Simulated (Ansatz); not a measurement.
Working through a rigid torsion scan of CH₅N₃Si, SMILES N#C[SiH](N)N

Computed with Ansatz 0.2.0 through its Python package.

At the Python prompt:
```pycon
>>> import warnings
>>> import ansatz as az
>>> from ase import Atoms
>>> warnings.simplefilter("ignore", az.DeckWarning)
>>> atoms = Atoms(["N", "C", "Si", "N", "N", "H", "H", "H", "H", "H"], positions=[
...     (-2.368, 2.0013, -0.1276),
...     (-1.452, 1.2935, -0.232),
...     (0.0029, 0.1243, -0.408),
...     (1.3068, 0.4077, 0.6296),
...     (-0.2636, -1.4525, 0.1447),
...     (0.5473, 0.034, -1.7734),
...     (1.9086, -0.4095, 0.5604),
...     (1.8533, 1.1872, 0.2744),
...     (-1.1497, -1.7905, -0.2217),
...     (-0.3856, -1.3955, 1.1535),
... ])
>>> # start the scan from a relaxed geometry
>>> first = az.Crystal.molecule_from_ase(atoms).calculation()
>>> first = first.basis(gaussian="6-31G*")
>>> first = first.functional("cam_b3lyp")
>>> first = first.scf(lower_state_search="off").relax(force_tolerance=0.02, max_steps=80)
>>> atoms.positions = first.run().report["positions_ang"]
>>> start = atoms.get_dihedral(1, 2, 4, 8)
>>> energies = {}
>>> for turn in range(0, 360, 30):
...     turned = atoms.copy()
...     turned.set_dihedral(1, 2, 4, 8, start + turn, indices=[4, 8, 9])
...     job = az.Crystal.molecule_from_ase(turned).calculation()
...     job = job.basis(gaussian="6-31G*")
...     job = job.functional("cam_b3lyp")
...     job = job.scf(lower_state_search="off")
...     energies[round((start + turn) % 360)] = job.run().report["free_energy_ev"]
...
>>> floor = min(energies.values())
>>> print("dihedral C1-Si2-N4-H8 (deg)   E - E(min) (kcal/mol)")
dihedral C1-Si2-N4-H8 (deg)   E - E(min) (kcal/mol)
>>> for angle, e in sorted(energies.items()):
...     print(f"{angle:8d} {23.060548 * (e - floor):14.3f}  " + "#" * int(30 * (e - floor) / max(max(energies.values()) - floor, 1e-9)))
...
       1          8.226  ############################
      31          6.227  #####################
      61          2.022  #######
      91          0.000
     121          1.997  ######
     151          6.121  #####################
     181          8.584  ##############################
     211          7.087  ########################
     241          3.318  ###########
     271          1.151  ####
     301          2.612  #########
     331          6.150  #####################
```

Notes:
- The settings weren't tested for convergence.
- The scan is rigid and the energies are electronic, in a modest basis. With rigid groups the curve can differ much from the relaxed path, the start wasn't checked as a minimum of this torsion, and equivalent turns needn't return to the same energy.
- Run time: 66 s on 1 thread of Arm Neoverse V1, with other jobs on the host, peak memory 0.26 GiB.
